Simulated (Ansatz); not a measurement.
**CH5FGe: one species, many methods**

Aim: compute CH5FGe with functionals from several rungs and with coupled cluster. The yardstick is the atomisation energy at the CCSD(T) limit.

Computed with Ansatz 0.2.0, Gaussian basis. Level: functionals in def2-TZVPP, the program's frozen cores in correlated methods.

Plan: LDA (SPW92), PBE-D4, revPBE-D4, BLYP-D4, r2SCAN-D4, B97M-V, PBE0-D4, B3LYP-D4, r2SCANh-D4, r2SCAN0-D4, HSE06-D4, BHLYP-D4, CAM-B3LYP-D4, LC-ωPBE, ωB97X-V, ωB97M-V, B2PLYP, PBE-QIDH; CCSD(T)/def2-SVP; CCSD(T)/def2-TZVPP; MP2/def2-QZVPP; extrapolation to the limit; RPA on PBE.

**1. The relaxed structure**

All runs share one geometry, relaxed beforehand with PBE0-D4 in a triple-zeta def2 set.

SMILES `F[CH2][GeH3]`, 8 atoms, charge 0, spin multiplicity 1.

Atoms are counted from 1 here; the program's logs count them from 0.

Bond lengths: F1–C2 1.386 Å, C2–Ge3 1.975 Å, C2–H4 1.094 Å, C2–H5 1.094 Å, Ge3–H6 1.535 Å, Ge3–H7 1.539 Å, Ge3–H8 1.535 Å. Angles: F1–C2–Ge3 110.3°, F1–C2–H4 108.3°, F1–C2–H5 108.3°, Ge3–C2–H4 110.7°, Ge3–C2–H5 110.7°, H4–C2–H5 108.5°, C2–Ge3–H6 109.6°, C2–Ge3–H7 108.3°, C2–Ge3–H8 109.6°, H6–Ge3–H7 109.7°, H6–Ge3–H8 109.9°, H7–Ge3–H8 109.7°.

**2. LDA**

This LDA is Slater exchange with PW92 correlation.

Input file in.yaml:

```yaml
crystal:
  periodic: [false, false, false]
  atoms:
    - {symbol: F, position_ang: [-1.175267, 1.373864, -0.746612]}
    - {symbol: C, position_ang: [-0.559500, 0.135560, -0.840887]}
    - {symbol: Ge, position_ang: [0.561883, -0.194622, 0.750993]}
    - {symbol: H, position_ang: [0.047571, 0.121887, -1.750373]}
    - {symbol: H, position_ang: [-1.336427, -0.628728, -0.931062]}
    - {symbol: H, position_ang: [-0.313268, -0.173341, 2.012016]}
    - {symbol: H, position_ang: [1.219151, -1.577516, 0.599631]}
    - {symbol: H, position_ang: [1.647858, 0.885797, 0.850494]}
basis:
  gaussian: {orbitals: def2-TZVPP}
hamiltonian: {xc: lda}
output: {orbitals: {seedname: orbitals}}
```

Command:

```console
> ansatz run in.yaml --threads 2 --pin off --events-out ev --progress --plain --max-ram 4352MiB
```

The runs that follow: PBE-D4 (GGA); revPBE-D4 (GGA); BLYP-D4 (GGA); r2SCAN-D4 (meta-GGA); B97M-V (meta-GGA); B3LYP-D4 (hybrid); r2SCANh-D4 (hybrid); r2SCAN0-D4 (hybrid); HSE06-D4 (hybrid); BHLYP-D4 (hybrid); CAM-B3LYP-D4 (range-separated); LC-ωPBE (range-separated); ωB97X-V (range-separated); ωB97M-V (range-separated); B2PLYP (double hybrid); PBE-QIDH (double hybrid); CCSD(T) in def2-SVP; CCSD(T) in def2-TZVPP; MP2 in def2-QZVPP; RPA on PBE orbitals.

Before running them: what should the planned runs give, taken together? Wanted: atomisation energy, CCSD(T)/CBS; farthest beyond LDA; mean size of error, GGA; mean size of error, meta-GGA; mean size of error, hybrid; mean size of error, range-separated; mean size of error, double hybrid; gap, smallest and largest; T1 diagnostic.

**Answer**, as computed:

```
                               quantity                                                                                     value
        atomisation energy, CCSD(T)/CBS                                                                             2509.9 kJ/mol
 functionals within 25.1 kJ/mol (1.0 %)  PBE-D4, r2SCAN-D4, B97M-V, B3LYP-D4, r2SCANh-D4, CAM-B3LYP-D4, LC-ωPBE, ωB97X-V, ωB97M-V
                    farthest beyond LDA                                                                   BHLYP-D4 (-79.9 kJ/mol)
                mean size of error, GGA                                                                               28.8 kJ/mol
           mean size of error, meta-GGA                                                                                6.8 kJ/mol
             mean size of error, hybrid                                                                               35.8 kJ/mol
    mean size of error, range-separated                                                                               11.3 kJ/mol
      mean size of error, double hybrid                                                                               36.5 kJ/mol
              gap, smallest and largest                                                 6.95 eV (LDA (SPW92)), 14.10 eV (LC-ωPBE)
                          T1 diagnostic                                                                                    0.0113
triples share of the correlation energy                                                                                     3.1 %
```

In words: LDA overbinds by 348.5 kJ/mol (14 %). PBE-D4 misses by +9.9 kJ/mol. Double hybrids carry the basis error of their MP2 part in triple zeta, and no dispersion term here, so their miss is partly the set-up's. The rungs meta-GGA, range-separated miss on average by less than the doubt on the reference (25.1 kJ/mol), so they tie. The reference freezes the cores and leaves out relativity and excitations past (T), and its outer-core shells are covered unevenly, so misses under about 25.1 kJ/mol can't be ranked. Hartree-Fock recovers 73 % of the binding; the rest is correlation. CCSD(T) in def2-SVP is off by -141.9 kJ/mol, worse than the median functional, from the basis alone. The gap grows from 6.9 to 14.1 eV across the functionals, mostly with the share of exact exchange. Correlated methods include outer-core shells of Ge, which these sets cover unevenly.
